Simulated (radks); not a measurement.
# Valence configurations of Ni

An exercise on one series of results from a longer session: the logs are not shown, and one member is left open.

The numbers are computed with radks (a radial shooting solver on a logarithmic mesh, Libxc functionals) version 1 (scalar-relativistic Kohn-Sham, r2SCAN, spin-polarised, spherical densities, finite nucleus; open shells are filled with parallel spins first), except any that are marked as measured or tabulated.

### What is computed

- element: nickel (Z = 28)
- charge: 0
- electrons: 28
- configuration: [Ar] 3d8 4s2
- nuclear rms radius: 3.7757 fm
- others tried: 3d10; 3d7 4s2 4p1; 3d7 4s1 4p2; 3d8 4s1 4p1; 3d9 4s1; 3d8 4s1.5 4p0.5; 3d8 4p2; 3d7.5 4s2 4p0.5; 3d8.5 4s1.5

Outer shells as boxes (Hund's rule):

Ni
```
[Ar] core
3d [↑↓][↑↓][↑↓][↑ ][↑ ]
4s [↑↓]
```

Set-up of the first run:

Settings of this run:

```text
Z 28
configuration [Ar] 3d8 4s2
relativity scalar-relativistic
functional r2scan,r2scan
spin polarised
nucleus finite rms 3.7757 fm
c 137.035999084
```

Steps of the session up to this table: [Ar] 3d8 4s2.

One of the session's tables, all rows but one given; the rest of the session is left out.

It belongs to the step «[Ar] 3d8 4s2». Sizes of the orbitals, from the radial functions (bohr):

| level | <r> | outermost maximum (interpolated) | 90 % within | nodes |
| --- | --- | --- | --- | --- |
| 3s up | 0.7387 | 0.638 | 1.11 | 2 |
| 3s down | ? | ? | ? | ? |
| 3p up | 0.7771 | 0.647 | 1.20 | 1 |
| 3p down | 0.7805 | 0.648 | 1.20 | 1 |
| 3d up | 0.9875 | 0.631 | 1.73 | 0 |
| 3d down | 1.037 | 0.636 | 1.85 | 0 |
| 4s up | 2.760 | 2.22 | 4.23 | 3 |
| 4s down | 2.857 | 2.29 | 4.39 | 3 |

Q: Estimate the row for 3s down from the others.

The run gave: <r>: 0.7406; outermost maximum (interpolated): 0.639; 90 % within: 1.11; nodes: 2. In the column «<r>» it lies between 3s up (0.7387) and 3p up (0.7771).
